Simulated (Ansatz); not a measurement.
# TiH (quartet): the correlation ladder at distance Ti1–H2 = 3.912 Å, def2-TZVP

An exercise on one series of results from a longer session: the logs are not shown, and one member is left open.

Computed with Ansatz 0.2.0, Gaussian basis. Level: def2-TZVP, core rule «outside noble gas», up to 9 orbitals frozen.

To be run: UHF; CCSD(T) on ROHF; CCSD(T) on UHF; CISD as a restricted active space (open shells left free, so some higher excitations enter); CCSDT(Q) on ROHF; CCSDT(Q) on UHF; CASSCF and MRCISD+Q, 5 electrons in 5 orbitals; CASSCF and NEVPT2, 5 electrons in 5 orbitals; Full CI.

47 further runs of the same task are left out: 33 for a known fault of the program, 12 that didn't finish, 2 set aside as unsound or not needed. Runs told in other sessions of the task aren't counted.

### The system

The geometry derives from a PBE0/def2-TZVP stationary point (not a proven minimum). One bond is set to the value named and the two fragments are kept rigid.

2 atoms, charge 0, spin multiplicity 4.

Atoms are counted from 1 here; the program's logs count them from 0.

No contacts short enough for the rule that draws bonds.

Set-up of the first run:

The input, in.yaml:

```yaml
crystal:
  periodic: [false, false, false]
  atoms:
    - {symbol: Ti, position_ang: [0.000000, 0.000000, 0.000000]}
    - {symbol: H, position_ang: [0.000000, 0.000000, 3.912000]}
basis:
  gaussian: {orbitals: def2-TZVP}
magnetization: {spin_polarized: true, initial_magnetization: 3}
hamiltonian: {xc: hf}
output: {orbitals: {seedname: orbitals}}
```

Run with:

```sh
ansatz run in.yaml --threads 1 --pin off --events-out ev --progress --plain --max-ram 2393MiB
```

Steps of the session up to this table: UHF; CCSD(T) on ROHF; CCSD(T) on UHF; CISD as a restricted active space (open shells left free, so some higher excitations enter); CCSDT(Q) on ROHF; CCSDT(Q) on UHF; CASSCF and MRCISD+Q, 5 electrons in 5 orbitals; CASSCF and NEVPT2, 5 electrons in 5 orbitals; Full CI.

One table of the session follows, with a row left open; its other results are not shown here.

It belongs to the step «Misses and costs». 

```
       method  from FCI (kcal/mol)
         ROHF               +31.82
          UHF                    ?
         RMP2                +9.50
         UMP2                +8.06
         CISD                +1.53
        RCCSD                +1.26
        UCCSD                -0.33
     RCCSD(T)                +0.41
     UCCSD(T)                -1.15
       RCCSDT                +0.01
       UCCSDT                -1.54
    RCCSDT(Q)                -0.01
    UCCSDT(Q)                -1.56
  CASSCF pair               +24.24
  NEVPT2 pair               +10.78
  MRCISD pair                +1.55
MRCISD+Q pair                +0.25
          FCI                    0
```

Estimate the missing values for UHF.

As computed: from FCI (kcal/mol): +29.50. In the column «from FCI (kcal/mol)» it lies between CASSCF pair (+24.24) and ROHF (+31.82).

Caveats from the session: UCCSD, UCCSD(T), UCCSDT, UCCSDT(Q) fall below full CI: unrestricted runs freeze a spin-polarised core, another one than full CI's, and coupled cluster isn't variational. Levels on UHF freeze UHF's core orbitals, full CI those of ROHF, so the U rows can settle a little off it for that reason alone. Restricted and unrestricted rows rest on different reference determinants; a gap between their highest levels can come from leftover correlation error, from unlike frozen cores or from another state.
